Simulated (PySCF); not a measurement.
# C5H7FO: a tour of settings, part 2 of 2

PySCF 2.14.0. Atoms count from 0. The steps go on from the part before.

## Step 5: J couplings: PBE0/pcJ-1

Job settings and geometry (Å):

```
{"job": {"kind": "j", "xc": "PBE0", "basis": "pcJ-1", "scf": {"damp": 0.1}}, "charge": 0, "multiplicity": 1}
O      0.209551     2.496629    -0.556282
C      0.104997     1.329188    -0.303527
C     -1.180928     0.591070     0.000512
C     -0.751869    -0.740454     0.610695
C      0.603725    -1.031423    -0.036215
F      0.405057    -1.631311    -1.266730
C      1.251230     0.333623    -0.237817
H     -1.690962     0.433288    -0.953063
H     -1.837986     1.179768     0.638143
H     -1.457996    -1.544235     0.409940
H     -0.621414    -0.647710     1.688905
H      1.219208    -1.734037     0.534882
H      1.846160     0.371895    -1.150552
H      1.900549     0.593236     0.598941
```

Level: PBE0/pcJ-1 indirect spin-spin coupling, non-relativistic, gas phase.

Log:

```text
damping 0.10 in the first 6 cycles
final grid: 116456 points
cycle   1  E = -369.2650055713  dE =  1.030e+00  |g| = 8.918e-01  |ddm| = 3.027e+00
cycle   2  E = -369.0223195258  dE =  2.427e-01  |g| = 1.474e+00  |ddm| = 2.057e+00
cycle   3  E = -368.6565684745  dE =  3.658e-01  |g| = 2.142e+00  |ddm| = 2.570e+00
cycle   4  E = -366.8249419085  dE =  1.832e+00  |g| = 3.469e+00  |ddm| = 6.453e+00
cycle   5  E = -365.7688502636  dE =  1.056e+00  |g| = 4.621e+00  |ddm| = 7.236e+00
cycle   6  E = -352.6057155512  dE =  1.316e+01  |g| = 6.954e+00  |ddm| = 1.062e+01
cycle   7  E = -268.0108124674  dE =  8.459e+01  |g| = 2.114e+01  |ddm| = 3.674e+01
cycle   8  E = -350.3857968638  dE = -8.237e+01  |g| = 8.063e+00  |ddm| = 4.235e+01
cycle   9  E = -365.9620838173  dE = -1.558e+01  |g| = 3.158e+00  |ddm| = 2.218e+01
cycle  10  E = -360.5438797757  dE =  5.418e+00  |g| = 4.587e+00  |ddm| = 1.378e+01
cycle  11  E = -368.9894469759  dE = -8.446e+00  |g| = 1.417e+00  |ddm| = 1.341e+01
cycle  12  E = -369.3296961905  dE = -3.402e-01  |g| = 6.145e-01  |ddm| = 1.059e+00
cycle  13  E = -369.3600936630  dE = -3.040e-02  |g| = 5.401e-01  |ddm| = 5.413e-01
cycle  14  E = -369.4119865099  dE = -5.189e-02  |g| = 8.663e-02  |ddm| = 4.081e-01
cycle  15  E = -369.4133345105  dE = -1.348e-03  |g| = 4.726e-02  |ddm| = 1.175e-01
cycle  16  E = -369.4137546761  dE = -4.202e-04  |g| = 1.259e-02  |ddm| = 3.838e-02
cycle  17  E = -369.4137862831  dE = -3.161e-05  |g| = 3.366e-03  |ddm| = 1.281e-02
cycle  18  E = -369.4137891280  dE = -2.845e-06  |g| = 5.740e-04  |ddm| = 3.769e-03
cycle  19  E = -369.4137891977  dE = -6.968e-08  |g| = 1.594e-04  |ddm| = 7.550e-04
cycle  20  E = -369.4137892030  dE = -5.289e-09  |g| = 4.948e-05  |ddm| = 1.715e-04
cycle  21  E = -369.4137892036  dE = -5.575e-10  |g| = 1.028e-05  |ddm| = 4.797e-05
converged SCF energy = -369.4137892036

Indirect spin-spin couplings (Hz)
  i      j    bonds     total        FC       PSO       DSO        SD
  0 O    1 C    1     32.779    13.185    19.673    -0.079         -
  0 O    2 C    2     -0.224    -2.337     2.078     0.035         -
  0 O    3 C    3     -0.399    -0.632     0.181     0.052         -
  0 O    4 C    3     -0.487    -0.739     0.205     0.046         -
  0 O    6 C    2     -0.225    -2.301     2.044     0.031         -
  0 O    7 H    3     -1.704    -1.847     0.011     0.132         -
  0 O    8 H    3     -0.875    -1.298     0.349     0.074         -
  0 O   10 H    4      0.274     0.088     0.017     0.169         -
  0 O   12 H    3     -0.940    -1.275     0.257     0.078         -
  0 O   13 H    3     -1.396    -1.591     0.084     0.110         -
  1 C    2 C    1     38.511    40.286    -2.083     0.309         -
  1 C    3 C    2      3.760     3.911    -0.232     0.081         -
  1 C    4 C    2      4.019     4.208    -0.293     0.103         -
  1 C    5 F    3     -1.033    -1.184     0.225     0.034    -0.108
  1 C    6 C    1     38.239    39.894    -1.970     0.315         -
  1 C    7 H    2     -8.138    -8.186    -0.134     0.182         -
  1 C    8 H    2     -5.224    -5.034    -0.237     0.047         -
  1 C    9 H    3      9.591     9.684     0.219    -0.311         -
  1 C   10 H    3     -0.003     0.090    -0.136     0.043         -
  1 C   11 H    3      8.687     8.790     0.202    -0.305         -
  1 C   12 H    2     -5.346    -5.252    -0.200     0.106         -
  1 C   13 H    2     -7.057    -7.065    -0.120     0.128         -
  2 C    3 C    1     34.292    34.414    -0.366     0.244         -
  2 C    4 C    2     -1.585    -1.461    -0.192     0.068         -
  2 C    5 F    3     -0.119    -0.179     0.189    -0.011    -0.118
  2 C    6 C    2     18.766    19.135    -0.404     0.035         -
  2 C    7 H    1    125.609   123.733     0.876     1.001         -
  2 C    8 H    1    134.578   132.879     0.751     0.948         -
  2 C    9 H    2     -2.446    -2.460     0.110    -0.096         -
  2 C   10 H    2     -4.137    -4.124     0.057    -0.070         -
  2 C   11 H    3      3.834     3.851     0.416    -0.433         -
  2 C   12 H    3      1.460     1.516     0.267    -0.323         -
  2 C   13 H    3      0.135     0.207     0.192    -0.265         -
  3 C    4 C    1     32.957    33.589    -0.924     0.292         -
  3 C    5 F    2     22.954    21.971    -0.365     0.018     1.330
  3 C    6 C    2      1.403     1.556    -0.197     0.044         -
  3 C    7 H    2     -5.062    -5.045     0.034    -0.051         -
  3 C    8 H    2     -1.465    -1.484     0.144    -0.126         -
  3 C    9 H    1    135.673   134.097     0.606     0.970         -
  3 C   10 H    1    125.745   123.963     0.816     0.965         -
  3 C   11 H    2      1.000     1.115    -0.029    -0.087         -
  3 C   12 H    3      5.507     5.541     0.384    -0.419         -
  3 C   13 H    3     -0.002     0.019     0.096    -0.117         -
  4 C    5 F    1   -221.230  -270.457    25.979     0.893    22.356
  4 C    6 C    1     39.322    40.181    -1.156     0.298         -
  4 C    7 H    3      0.268     0.352    -0.061    -0.023         -
  4 C    8 H    3      8.939     8.993     0.308    -0.362         -
  4 C    9 H    2     -6.462    -6.459    -0.023     0.019         -
  4 C   10 H    2      0.562     0.573    -0.105     0.094         -
  4 C   11 H    1    154.701   154.078    -0.641     1.264         -
  4 C   12 H    2     -6.069    -6.060    -0.022     0.013         -
  4 C   13 H    2      0.870     0.953    -0.145     0.062         -
  5 F    6 C    2     23.743    23.402    -0.852     0.034     1.159
  5 F    7 H    4     -0.278    -0.246    -0.443     0.553    -0.142
  5 F    8 H    4     -0.799    -0.872     1.733    -1.481    -0.178
  5 F    9 H    3     17.760    16.793     1.213     0.336    -0.581
  5 F   10 H    3     36.675    37.831     1.042    -1.891    -0.307
  5 F   11 H    2     56.117    52.575     8.350    -0.842    -3.966
  5 F   12 H    3     23.168    22.750     0.592     0.507    -0.681
  5 F   13 H    3     32.316    33.223     1.200    -1.785    -0.321
  6 C    7 H    3     -0.669    -0.584     0.091    -0.177         -
  6 C    8 H    3      2.550     2.613     0.309    -0.372         -
  6 C    9 H    3      2.964     2.996     0.403    -0.436         -
  6 C   10 H    3     -0.071    -0.070     0.038    -0.038         -
  6 C   11 H    2      1.667     1.811    -0.067    -0.076         -
  6 C   12 H    1    133.872   132.185     0.648     1.039         -
  6 C   13 H    1    125.393   123.465     0.917     1.011         -
  7 H    8 H    2    -20.560   -20.779     2.224    -2.005         -
  7 H    9 H    3     10.002    10.032    -0.353     0.323         -
  7 H   10 H    3     13.331    13.399     2.483    -2.552         -
  7 H   11 H    4     -0.712    -0.599     1.839    -1.952         -
  7 H   12 H    4      0.718     0.816     0.671    -0.769         -
  7 H   13 H    4     -1.607    -1.495     1.899    -2.011         -
  8 H    9 H    3      0.765     0.859     1.089    -1.183         -
  8 H   10 H    3      9.181     9.239    -0.211     0.153         -
  8 H   11 H    4      0.806     0.875     1.695    -1.765         -
  8 H   12 H    4     -1.566    -1.468     1.899    -1.997         -
  8 H   13 H    4      1.176     1.280     1.075    -1.178         -
  9 H   10 H    2    -15.299   -15.476     2.300    -2.124         -
  9 H   11 H    3      0.678     0.769     0.826    -0.917         -
  9 H   12 H    4      3.003     3.116     1.770    -1.882         -
  9 H   13 H    4     -0.207    -0.130     1.794    -1.872         -
 10 H   11 H    3      4.444     4.462    -0.289     0.271         -
 10 H   13 H    4      0.462     0.508    -0.387     0.341         -
 11 H   12 H    3      0.194     0.289     1.119    -1.214         -
 11 H   13 H    3      5.795     5.816    -0.383     0.362         -
 12 H   13 H    2    -21.901   -22.151     2.161    -1.912         -
```

Run time: 55 s. Hardware: 1 thread of AMD EPYC 7R43, shared host; peak memory 1 GiB.

Couplings of 1 Hz or more, nine at most for each number of bonds (isotopes 13C, 19F, 1H, 17O):

| pair | bonds | J (Hz) | Fermi contact (Hz) | dihedral (°) |
| --- | --- | --- | --- | --- |
| C4–F5 | 1 | -221.2 | -270.5 | – |
| C4–H11 | 1 | 154.7 | 154.1 | – |
| C3–H9 | 1 | 135.7 | 134.1 | – |
| C2–H8 | 1 | 134.6 | 132.9 | – |
| C6–H12 | 1 | 133.9 | 132.2 | – |
| C3–H10 | 1 | 125.7 | 124.0 | – |
| C2–H7 | 1 | 125.6 | 123.7 | – |
| C6–H13 | 1 | 125.4 | 123.5 | – |
| C4–C6 | 1 | 39.3 | 40.2 | – |
| F5–H11 | 2 | 56.1 | 52.6 | – |
| F5–C6 | 2 | 23.7 | 23.4 | – |
| C3–F5 | 2 | 23.0 | 22.0 | – |
| H12–H13 | 2 | -21.9 | -22.2 | – |
| H7–H8 | 2 | -20.6 | -20.8 | – |
| C2–C6 | 2 | 18.8 | 19.1 | – |
| H9–H10 | 2 | -15.3 | -15.5 | – |
| C1–H7 | 2 | -8.1 | -8.2 | – |
| C1–H13 | 2 | -7.1 | -7.1 | – |
| F5–H10 | 3 | 36.7 | 37.8 | 158 |
| F5–H13 | 3 | 32.3 | 33.2 | -149 |
| F5–H12 | 3 | 23.2 | 22.8 | -28 |
| F5–H9 | 3 | 17.8 | 16.8 | 38 |
| H7–H10 | 3 | 13.3 | 13.4 | -157 |
| H7–H9 | 3 | 10.0 | 10.0 | -35 |
| C1–H9 | 3 | 9.6 | 9.7 | -150 |
| H8–H10 | 3 | 9.2 | 9.2 | -35 |
| C4–H8 | 3 | 8.9 | 9.0 | -152 |
| H9–H12 | 4 | 3.0 | 3.1 | – |
| H7–H13 | 4 | -1.6 | -1.5 | – |
| H8–H12 | 4 | -1.6 | -1.5 | – |
| H8–H13 | 4 | 1.2 | 1.3 | – |

The spin-dipole term was solved for some atoms only; pairs without it lack that part.

The response was solved for the nuclei of C, F, H alone, so couplings that need other nuclei can be missing.

Quadrupole couplings from the field gradients of the same density:

| atom | isotope | eQq/h (MHz) | η |
| --- | --- | --- | --- |
| O0 | 17O | 11.4 | 0.48 |

Shifts (PBE0/pcSseg-1, scaled to CDCl3) and these couplings together give the proton spectrum at 300 MHz below.

1H NMR δ 5.30 (m, 1H), 2.58 (m, 1H), 2.57 (m, 1H), 2.44 (m, 1H), 2.27 (m, 1H), 2.16 (m, 1H), 1.86 (m, 1H).

## Step 6: NMR shieldings: PBE/pcSseg-1

Settings changed since step 5:

```diff
@@ -1,2 +1,2 @@
-{"job": {"kind": "j", "xc": "PBE0", "basis": "pcJ-1", "scf": {"damp": 0.1}}, "charge": 0, "multiplicity": 1}
+{"job": {"kind": "nmr", "xc": "PBE", "basis": "pcSseg-1", "pop": true, "gauge": [0, 0, 50], "scf": {"max_cycle": 87}}, "charge": 0, "multiplicity": 1}
 O      0.209551     2.496629    -0.556282
```

Method: common gauge origin PBE/pcSseg-1 NMR shielding, non-relativistic, gas phase.

Log:

```text
final grid: 116456 points
cycle   1  E = -369.1671604061  dE =  8.829e-01  |g| = 9.720e-01  |ddm| = 3.356e+00
cycle   2  E = -368.2863622775  dE =  8.808e-01  |g| = 2.272e+00  |ddm| = 4.179e+00
cycle   3  E = -369.3037139318  dE = -1.017e+00  |g| = 4.388e-01  |ddm| = 3.635e+00
cycle   4  E = -369.3455016365  dE = -4.179e-02  |g| = 1.066e-01  |ddm| = 4.282e-01
cycle   5  E = -369.3474251957  dE = -1.924e-03  |g| = 3.881e-02  |ddm| = 9.393e-02
cycle   6  E = -369.3476519718  dE = -2.268e-04  |g| = 1.616e-02  |ddm| = 3.927e-02
cycle   7  E = -369.3477003217  dE = -4.835e-05  |g| = 2.146e-03  |ddm| = 1.277e-02
cycle   8  E = -369.3477012060  dE = -8.843e-07  |g| = 8.616e-04  |ddm| = 3.095e-03
cycle   9  E = -369.3477013754  dE = -1.694e-07  |g| = 1.377e-04  |ddm| = 8.827e-04
cycle  10  E = -369.3477013789  dE = -3.513e-09  |g| = 5.002e-05  |ddm| = 1.690e-04
cycle  11  E = -369.3477013793  dE = -4.192e-10  |g| = 2.864e-05  |ddm| = 7.910e-05
converged SCF energy = -369.3477013793

GIAO shielding tensors (ppm)
atom      isotropic    diamagn.    paramagn.     s11        s22        s33       span
  0 O     -538.293    -310.681    -227.612  -1167.262   -792.712    345.094   1512.356
  1 C       63.309     561.070    -497.761     -9.301     35.998    163.231    172.532
  2 C      204.057     579.337    -375.280   -127.921    203.269    536.822    664.742
  3 C      574.177    2218.884   -1644.707     50.963    792.110    879.459    828.496
  4 C      492.904    1861.675   -1368.770     34.866    686.559    757.288    722.422
  5 F      690.374   -1851.533    2541.907     82.562    734.917   1253.644   1171.083
  6 C      248.951     454.960    -206.009   -102.706    261.064    588.495    691.201
  7 H     -398.615   -3043.364    2644.749   -789.249   -647.249    240.655   1029.904
  8 H      383.199    2259.144   -1875.945   -226.221    544.428    831.390   1057.611
  9 H      148.053     355.843    -207.790   -431.403    183.656    691.907   1123.311
 10 H      758.450    4564.596   -3806.146     42.077   1105.575   1127.697   1085.620
 11 H      488.891    2570.949   -2082.058   -222.749    715.664    973.758   1196.506
 12 H     -395.889   -3010.154    2614.265   -808.146   -645.632    266.113   1074.259
 13 H      486.185    2915.483   -2429.298   -163.288    700.912    920.932   1084.221
```

Run time: 20 s. Hardware: 1 thread of AMD EPYC 7R43, shared host; peak memory 0.51 GiB.

It converged, yet the result is unsound: a common gauge origin replaces GIAOs, so the shieldings depend on where the origin lies. Its shieldings differ from those of step 2 (PBE0/pcSseg-1) by up to 729 ppm (H10).

## Step 7: Side by side: NMR shifts

Shifts (ppm) of some atoms, chosen among heavy atoms and hydrogens apart, with basis size and wall time:

```csv
run,C1,C4,C2,H12,H10,O0,F5,functions,time
PBE0/pcSseg-1,220.3,95.1,38.0,2.63,1.86,670.2,-203.0,154,18 s
mPW1PW91/def2-TZVP,221.7,96.7,38.6,2.54,2.03,643.9,-201.7,259,42 s
```

## Step 8: Results

The summary covers parts 1 to 2.

| quantity | value |
| --- | --- |
| 13C shifts against TMS (PBE0/pcSseg-1) | 220.3, 95.1, 47.8, 38.0, 33.9 ppm |
| 1H shifts against TMS (PBE0/pcSseg-1) | 5.51, 2.63, 2.61, 2.48, 2.30, 2.18, 1.86 ppm |
| 17O shifts against H2O (PBE0/pcSseg-1) | 670.2 ppm |
| 19F shifts against CFCl3 (PBE0/pcSseg-1) | -203.0 ppm |
| lowest singlet (PBE0/def2-SVPD) | 4.30 eV (288 nm), f = 0.000 |
| brightest single state of those computed | state 3, 7.52 eV, f = 0.016 |
| lowest triplet | 3.74 eV |
| largest coupling of the table (PBE0/pcJ-1) | 1J(C,F) C4–F5, -221.2 Hz |
| range of the shift of O0 | 643.9 to 670.2 ppm |
| property runs in this session | 5, of which 0 failed and 1 gave unsound results |

What this shows: Single values in the summary come from the first run of each kind that ended normally (PBE0/pcSseg-1; PBE0/def2-SVPD; PBE0/pcJ-1), which need not be the best level. C1 (ketone carbonyl carbon) lies farthest downfield among carbon, at 220.3 ppm; low-lying n→π* states of the double bond to the heteroatom give a large paramagnetic term (-282 ppm). The most deshielded hydrogen is H11 (hydrogen on an sp3 CH bonded to F), at 5.51 ppm: its carbon carries F, an electronegative neighbour. At PBE0/pcSseg-1: The widest tensor belongs to O0: span 1319 ppm, with a paramagnetic part of -730 ppm. The lowest singlet, at 4.30 eV, is HOMO→LUMO 0.98 and is dark; of the 6 states computed, the strongest absorption comes from state 3 at 7.52 eV. The lowest triplet lies 0.56 eV below the lowest singlet (triplets in Tamm-Dancoff, singlets in full TDDFT). States above −ε(HOMO) lie where TDDFT describes them poorly and they hang on the basis; the brightest is among them. In the run at PBE0/pcJ-1, the largest coupling of the table is C4–F5, -221.2 Hz, of which the Fermi-contact term gives -270.5 Hz. Couplings across rotatable bonds belong to this one conformer; where others are populated, the observed values are averages. Across the 2 runs the shift of O0 moves most, between 643.9 (mPW1PW91/def2-TZVP) and 670.2 ppm (PBE0/pcSseg-1).
